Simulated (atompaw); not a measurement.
# Er: the cost of one run

The numbers are computed with atompaw 4.2.0.5 (PBEsol, scalar-relativistic, spin-unpolarised reference atom).

## Step 1: The design

The settings as typed:

| Quantity | Value |
| --- | --- |
| element | erbium (Er, Z = 68) |
| type | PAW |
| frozen core | [Kr] 4d10 |
| valence charge | 22 |
| reference configuration | 4f12 5s2 5p6 5d0 6s1 6p0 (charge +1) |
| partial waves | 5s (bound): rc 1.85 bohr; 6s (bound): rc 3.00 bohr; 5p (bound): rc 1.95 bohr; 6p (bound, empty): rc 3.00 bohr; 5d (bound, empty): rc 3.00 bohr; 5d channel at -0.05 Ry: rc 3.00 bohr; 4f (bound): rc 1.25 bohr; 4f channel at 2.4 Ry: rc 1.25 bohr |
| local potential | troulliermartins scheme with l = 4 at 0 Ry, radius 1.95 bohr |
| core correction | smooth core density matched at 1.60 bohr |
| augmentation charge | besselshape compensation charge, radius 2.70 bohr; PAW radius 3.00 bohr; waves and projectors: custom rrkj vanderbiltortho |

## Step 2: Generating the potential

The input, Er.input:

```
Er 68
GGA-PBESOL scalarrelativistic loggrid 2001 logderivrange -6 5 276
6 6 5 4 0 0
6 0 1
6 1 0
5 2 0
4 3 12
0 0 0
c
c
c
c
v
v
c
c
c
v
v
c
c
v
v
3
3.00 2.70 1.95 1.60
n
n
y
-0.05
n
y
2.4
n
custom rrkj vanderbiltortho besselshape
4 0 troulliermartins
1.85
3.00
1.95
3.00
3.00
3.00
1.25
1.25
PWSCFOUT
UPFDX 0.0125d0 UPFXMIN -7.d0 UPFZMESH 68.d0
END
```

Started as:

```sh
$ atompaw < Er.input > Er.log
```

**Question.** How long does this run take on 1 thread of Intel Xeon 6975P-C, shared host?

About 14 s.
